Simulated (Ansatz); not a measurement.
# AlH₄NSe: single points off equilibrium

A test off equilibrium: a structure displaced at random from a GFN2-xTB minimum is computed at several levels, and each is set against CCSD(T).

Method: single points in def2-TZVPP; program: Ansatz 0.2.0, Gaussian basis.

Cores are frozen in the correlated methods. Filled d shells of the heavier atoms are correlated.

**1. Where the work starts**

SMILES `[NH2][AlH][SeH]`, 7 atoms, charge 0, spin multiplicity 1.

Atoms are counted from 1 here; the program's logs count them from 0.

Bond lengths: N1–Al2 1.784 Å, N1–H4 1.026 Å, N1–H5 0.981 Å, Al2–Se3 2.318 Å, Al2–H6 1.520 Å, Se3–H7 1.444 Å. Angles: Al2–N1–H4 122.7°, Al2–N1–H5 129.9°, H4–N1–H5 107.3°, N1–Al2–Se3 122.6°, N1–Al2–H6 117.6°, Se3–Al2–H6 119.8°, Al2–Se3–H7 86.4°.

As a file:

```mol
AlH4NSe
  3D, bonds by distance, orders not assigned

  7  6  0  0  0  0  0  0  0  0999 V2000
   -0.7006    0.7276   -0.7166 N   0  0
   -0.2675   -0.3150    0.6651 Al  0  0
    1.9162   -0.9550    1.1089 Se  0  0
   -1.6702    0.9800   -0.9370 H   0  0
   -0.1231    1.2234   -1.3352 H   0  0
   -1.4005   -0.8487    1.5264 H   0  0
    2.1825   -0.6830   -0.2839 H   0  0
  1  2  8  0
  1  4  8  0
  1  5  8  0
  2  3  8  0
  2  6  8  0
  3  7  8  0
M  END
```

**2. CCSD(T)/def2-TZVPP**

Contents of run/in.yaml:

```yaml
crystal:
  periodic: [false, false, false]
  atoms:
    - {symbol: N, position_ang: [-0.700600, 0.727600, -0.716600]}
    - {symbol: Al, position_ang: [-0.267500, -0.315000, 0.665100]}
    - {symbol: Se, position_ang: [1.916200, -0.955000, 1.108900]}
    - {symbol: H, position_ang: [-1.670200, 0.980000, -0.937000]}
    - {symbol: H, position_ang: [-0.123100, 1.223400, -1.335200]}
    - {symbol: H, position_ang: [-1.400500, -0.848700, 1.526400]}
    - {symbol: H, position_ang: [2.182500, -0.683000, -0.283900]}
basis:
  gaussian: {orbitals: def2-TZVPP}
correlation: {method: ccsd_t}
output: {forces: true}
```

The command line of these runs was not kept.

**3. PBE0-D4/def2-TZVPP**

Changes to run/in.yaml since step 2:

```diff
@@ -12,3 +12,3 @@
   gaussian: {orbitals: def2-TZVPP}
-correlation: {method: ccsd_t}
-output: {forces: true}
+hamiltonian: {xc: pbe0, dispersion: d4}
+output: {forces: true, orbitals: {seedname: orbitals}}
```

**4. wB97M-V/def2-TZVPP**

Changes to run/in.yaml since step 3:

```diff
@@ -12,3 +12,3 @@
   gaussian: {orbitals: def2-TZVPP}
-hamiltonian: {xc: pbe0, dispersion: d4}
-output: {forces: true, orbitals: {seedname: orbitals}}
+hamiltonian: {xc: {name: wB97M-V}}
+output: {forces: true}
```

**5. r2SCAN-D4/def2-TZVPP**

Changes to run/in.yaml since step 4:

```diff
@@ -12,3 +12,3 @@
   gaussian: {orbitals: def2-TZVPP}
-hamiltonian: {xc: {name: wB97M-V}}
+hamiltonian: {xc: r2scan, dispersion: d4}
 output: {forces: true}
```

**6. PBE-D4/def2-TZVPP**

Changes to run/in.yaml since step 5:

```diff
@@ -12,3 +12,3 @@
   gaussian: {orbitals: def2-TZVPP}
-hamiltonian: {xc: r2scan, dispersion: d4}
+hamiltonian: {xc: pbe, dispersion: d4}
 output: {forces: true}
```

**7. SPW92/def2-TZVPP**

Changes to run/in.yaml since step 6:

```diff
@@ -12,3 +12,3 @@
   gaussian: {orbitals: def2-TZVPP}
-hamiltonian: {xc: pbe, dispersion: d4}
+hamiltonian: {xc: lda}
 output: {forces: true}
```

**8. r2SCANh-D4/def2-TZVPP**

Changes to run/in.yaml since step 7:

```diff
@@ -12,3 +12,3 @@
   gaussian: {orbitals: def2-TZVPP}
-hamiltonian: {xc: lda}
+hamiltonian: {xc: {name: r2SCANh}, dispersion: d4}
 output: {forces: true}
```

(Steps that only read results are left out.)

What does the calculation give? Wanted: energy less free atoms, CCSD(T)/def2-TZVPP; RMS force component; RMS force error; HOMO and LUMO, PBE0-D4; T1 diagnostic.

**Answer**, as computed:

| quantity | value |
| --- | --- |
| energy less free atoms, CCSD(T)/def2-TZVPP | -484.7 kcal/mol |
| RMS force component | 0.565 to 0.717 eV/Å over the methods |
| RMS force error | PBE0-D4 0.053, wB97M-V 0.039, r2SCAN-D4 0.041, PBE-D4 0.163, SPW92 0.245, r2SCANh-D4 0.052 eV/Å |
| HOMO and LUMO, PBE0-D4 | -7.08 and -0.51 eV |
| T1 diagnostic | 0.010 |

In words: Against CCSD(T) the functionals' energies less atoms differ by -79.3 to -8.0 kcal/mol, PBE-D4 by -16.1 kcal/mol. CCSD(T) in triple zeta still lacks some correlation energy of the bonds, so part of these gaps is its own basis error and they don't rank the functionals. For forces wB97M-V does best and SPW92 worst. Frozen-core CCSD(T) forces in triple zeta carry basis errors of their own, and this is one geometry, so small gaps rank nothing.
